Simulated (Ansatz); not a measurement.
# InBiO2: the cost of one run

Program: Ansatz 0.2.0. Level of theory: DFT PBE, scalar-relativistic, plane waves, PAW, unless a step names another level. These are calculated values, not measurements.

13 further runs of the same task are left out: 13 set aside as unsound or not needed. Runs told in other sessions of the task aren't counted.

## Step 1: Plan

Pauling electronegativities: In 1.78, Bi 2.02, O 3.44 (spread 1.66). The formula balances with common oxidation states: Bi +3, In +1, O -2. Tabulated atomic sizes suggest about 18 Å³/atom. 28 candidates were drawn, by swapping species into database cells of other compounds, at random by space group and Wyckoff sites, or by hand, as the table says:

| name | made from | space group no. | Wyckoff sites | atoms (primitive cell) | V (Å³/atom) |
| --- | --- | --- | --- | --- | --- |
| c01 | database cell of AgAuO2 | 53 | In 2b; Bi 2d; O 4g | 8 | 18.8 |
| c02 | random | 139 | In 2b; Bi 2a; O 4c | 4 | 19.6 |
| c03 | database cell of CoAgO2 | 194 | In 2a; Bi 2c; O 4f | 8 | 16.6 |
| c04 | built by hand: alpha-NaFeO2, Bi+ between InO2 layers | 166 | In 3a; Bi 3b; O 6c | 4 | 17.4 |
| c05 | random | 8 | In 2a; Bi 2a; O 4b | 4 | 18.0 |
| c06 | database cell of AgNO2 | 44 | In 2a; Bi 2a; O 4d | 4 | 21.6 |
| c07 | random | 139 | In 4c; Bi 4e; O 8i | 8 | 21.2 |
| c08 | random | 74 | In 4c; Bi 4d; O 4e, 4b | 8 | 18.7 |
| c09 | database cell of AlCuPt2 | 123 | In 1c; Bi 1a; O 2e | 4 | 17.0 |
| c10 | random | 191 | In 1a; Bi 1b; O 2c | 4 | 22.3 |
| c11 | random | 59 | In 2a; Bi 2b; O 4e | 8 | 20.5 |
| c12 | database cell of TaO2F | 123 | In 1b; Bi 1a; O 2f | 4 | 24.9 |
| c13 | built by hand: delafossite (CuFeO2) | 166 | In 3b; Bi 3a; O 6c | 4 | 17.1 |
| c14 | random | 63 | In 4c; Bi 4a; O 4c, 4b | 8 | 19.2 |
| c15 | database cell of CuAgO2 | 12 | In 2a; Bi 2d; O 4i | 4 | 18.8 |
| c16 | random | 47 | In 1h; Bi 1f; O 2s | 4 | 20.9 |
| c17 | database cell of CuAgO2 | 47 | In 1a; Bi 1h; O 2r | 4 | 18.6 |
| c18 | database cell of MgCdTe2 | 160 | In 3a; Bi 3a; O 3a, 3a | 4 | 23.4 |
| c19 | random | 191 | In 1b; Bi 1a; O 2e | 4 | 18.9 |
| c20 | built by hand: ordered litharge (alpha-PbO) | 99 | In 1b; Bi 1a; O 2c | 4 | 17.9 |
| c21 | database cell of TmAgTe2 | 164 | In 1a; Bi 1b; O 2d | 4 | 18.6 |
| c22 | built by hand: KSbO2 / KBiO2 | 15 | In 4e; Bi 4e; O 8f | 8 | 18.0 |
| c23 | random | 65 | In 2b; Bi 2d; O 4e | 4 | 19.7 |
| c24 | built by hand: alpha-NaFeO2, In+ between BiO2 layers | 166 | In 3b; Bi 3a; O 6c | 4 | 17.6 |
| c25 | database cell of TaPbSe2 | 187 | In 1e; Bi 1b; O 2i | 4 | 17.6 |
| c26 | random | 191 | In 1b; Bi 1a; O 2c | 4 | 21.5 |
| c27 | database cell of Sm2AsSe | 123 | In 1a; Bi 1d; O 1b, 1c | 4 | 18.0 |
| c28 | database cell of AlAgS2 | 156 | In 1a; Bi 1b; O 1b, 1c | 4 | 16.8 |

## Step 2: Screening run of c13

Input file input.yaml:

```yaml
crystal:
  lattice:
    - [1.7, 0.98149546, 6.83333333]
    - [-1.7, 0.98149546, 6.83333333]
    - [0.0, -1.96299092, 6.83333333]
  atoms:
    - { symbol: In, position: [0.5, 0.5, 0.5] }
    - { symbol: Bi, position: [0.0, 0.0, 0.0] }
    - { symbol: O, position: [0.885, 0.885, 0.885] }
    - { symbol: O, position: [0.115, 0.115, 0.115] }
basis:
  ecutwfc: 420
kpoints:
  mp_grid: { grid: [5, 5, 5] }
hamiltonian:
  xc: pbe
scf:
  occupations: { method: gaussian, width: 0.15 }
  lower_state_search: "off"
output:
  forces: true
  stress: true
  eigenvalues: true
relax:
  adjacent_minimum: "off"
  f_tol: 0.08
  max_steps: 16
  cell: { stress_tol: 0.8 }
```

Command:

```
$ ansatz run input.yaml --threads 1 --pin off --max-ram 2560MiB --backend cpu --events-out ev --progress --plain --runs-dir out
```

**Question.** How long does this run take on 1 thread of Intel Xeon 6975P-C (Granite Rapids), shared host, and how much memory does it need?

About 4.5 s, with a peak of 0.42 GiB.
